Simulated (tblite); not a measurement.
# H8O8S4Si4: the cost of one run

Computed with tblite 0.8.0 and PySCF 2.14.0; each step states its level. No surroundings beyond the atoms listed, unless a continuum is named. Atoms count from 0, parts from 1.

## (1) The system as given

24 atoms, charge 0, multiplicity 1; geometry: distance geometry start.

## (2) Relaxing the cluster with GFN2-xTB

Job settings and geometry (Å):

```
{"job": {"kind": "relax", "xc": "GFN2-xTB", "basis": "xTB"}, "charge": 0, "multiplicity": 1}
O      3.265172     1.596142    -0.011589
Si     2.145650     0.571525    -0.578747
O      2.755845    -0.162789    -1.939332
S      1.830313    -0.930501     0.854188
Si     0.507590    -2.236069    -0.121710
O      1.395478    -3.105357    -1.188295
O     -0.034668    -3.273595     1.017419
S     -1.155011    -1.449775    -1.127094
Si    -2.216588    -0.546093     0.428297
O     -2.991111    -1.721482     1.259418
O     -3.359092     0.406994    -0.275302
S     -1.181701     0.695474     1.816640
Si    -0.434877     2.208815     0.581046
O     -1.698372     3.252822     0.248874
O      0.645851     3.038659     1.493370
S      0.482452     1.699934    -1.235155
H      2.996448     2.134725     0.746399
H      3.276699     0.450148    -2.480274
H      1.808912    -2.592488    -1.896869
H      0.598350    -3.942580     1.291989
H     -2.404886    -2.366125     1.709139
H     -4.113848    -0.103316    -0.629614
H     -2.401577     2.833437    -0.250336
H      0.258448     3.628278     2.142536
```

With the program's defaults for keys left out, this is: GFN2-xTB geometry optimisation, gas phase.

Launch:

```bash
> OMP_NUM_THREADS=1 python cluster_run.py task.json out
```

The driver reads the jobs from task.json and runs them one after another.

**Question.** How long does this first job take on 1 thread of Arm Neoverse V1, shared host?

About 20 s.
